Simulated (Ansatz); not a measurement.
**HfRu: response to strain**

Aim: deform HfRu (equal xx and yy strain of -1 %) and compute stress, forces and field gradients with LAPW, PAW and all-electron datasets made for the crystal.

Method: DFT PBEsol, scalar-relativistic, in Ansatz 0.2.0.

## (1) The structure to begin with

The structure is cubic, space group Pm-3m (No. 221). The conventional cell has a = 3.225 Å, b = 3.225 Å, c = 3.225 Å, α = 90.00°, β = 90.00°, γ = 90.00°. Around Hf (site symmetry m-3m) lie 8 Ru at 2.79 Å. Ru (site symmetry m-3m) has 8 Hf at 2.79 Å as nearest neighbours.

As a file:

```xyz
2
Lattice="3.2250 0.0000 0.0000 0.0000 3.2250 0.0000 0.0000 0.0000 3.2250" Properties=species:S:1:pos:R:3 pbc="T T T"
Hf    0.0000    0.0000    0.0000
Ru    1.6125    1.6125    1.6125
```

Atoms are numbered in the order of the input: Hf1, Ru2.

## (2) After the deformation

Space group Pm-3m before, P4/mmm after.

## (3) All-electron LAPW

input.yaml

```yaml
crystal:
  lattice:
    - [3.19275, 0.0, 0.0]
    - [0.0, 3.19275, 0.0]
    - [0.0, 0.0, 3.225]
  atoms:
    - { symbol: Hf, position: [0.0, 0.0, 0.0] }
    - { symbol: Ru, position: [0.5, 0.5, 0.5] }
kpoints:
  mp_grid: { grid: [11, 11, 11] }
  band_path:
    path:
      - [0.0, 0.0, 0.0]
      - [0.0, 0.5, 0.0]
      - [0.5, 0.5, 0.0]
      - [0.0, 0.0, 0.0]
      - [0.0, 0.0, 0.5]
      - [0.0, 0.5, 0.5]
      - [0.5, 0.5, 0.5]
      - [0.0, 0.0, 0.5]
      - [0.0, 0.5, 0.0]
    npoints: 5
scf:
  occupations: { method: fermi_dirac, width: 0.08 }
hamiltonian:
  xc: pbesol
  pseudopotentials: { kind: all_electron, lapw: { basis_error: 0.0005 } }
output:
  forces: true
  stress: true
  eigenvalues: true
```

The run is started by

```sh
> ansatz run input.yaml --threads 1 --pin off --max-ram 3072MiB --backend cpu --events-out ev --progress --plain --runs-dir out
```

## (4) Frozen-core PAW

input.yaml

```yaml
crystal:
  lattice:
    - [3.19275, 0.0, 0.0]
    - [0.0, 3.19275, 0.0]
    - [0.0, 0.0, 3.225]
  atoms:
    - { symbol: Hf, position: [0.0, 0.0, 0.0] }
    - { symbol: Ru, position: [0.5, 0.5, 0.5] }
kpoints:
  mp_grid: { grid: [11, 11, 11] }
scf:
  occupations: { method: fermi_dirac, width: 0.08 }
hamiltonian:
  xc: pbesol
  pseudopotentials: { kind: paw }
output:
  forces: true
  stress: true
  eigenvalues: true
  efg: { contact_densities: true }
  write_density: true
  write_potential: true
  elf: true
  volumetric_format: npy
```

## (5) All-electron PAW on datasets made for the crystal

Edit input.yaml of step 4 so:

```diff
@@ -14,3 +14,3 @@
   xc: pbesol
-  pseudopotentials: { kind: paw }
+  pseudopotentials: { kind: all_electron, datasets: crystal }
 output:
@@ -20,5 +20 @@
   efg: { contact_densities: true }
-  write_density: true
-  write_potential: true
-  elf: true
-  volumetric_format: npy
```

(Steps that only read results are left out.)

What does the calculation give? Wanted: pressure; largest shear or deviatoric stress.

The runs gave:

| quantity | value |
| --- | --- |
| pressure | LAPW 1.15, PAW 1.14, crystal datasets 1.15 GPa |
| largest shear or deviatoric stress (LAPW) | 1.78 GPa |

**Reading.** The largest part of the stress beyond the pressure is 1.78 GPa in size, in the zz component; the atoms are carried along and not relaxed. No run of the undeformed cell stands beside it, so the pressure holds what the given cell had before the change. PAW: stress within 0.01 GPa of LAPW. Crystal datasets: stress within 0.01 GPa of LAPW. Spin-orbit coupling is left out, though the cell holds Hf; in elements this heavy it can shift bands and gaps by tenths of an eV.
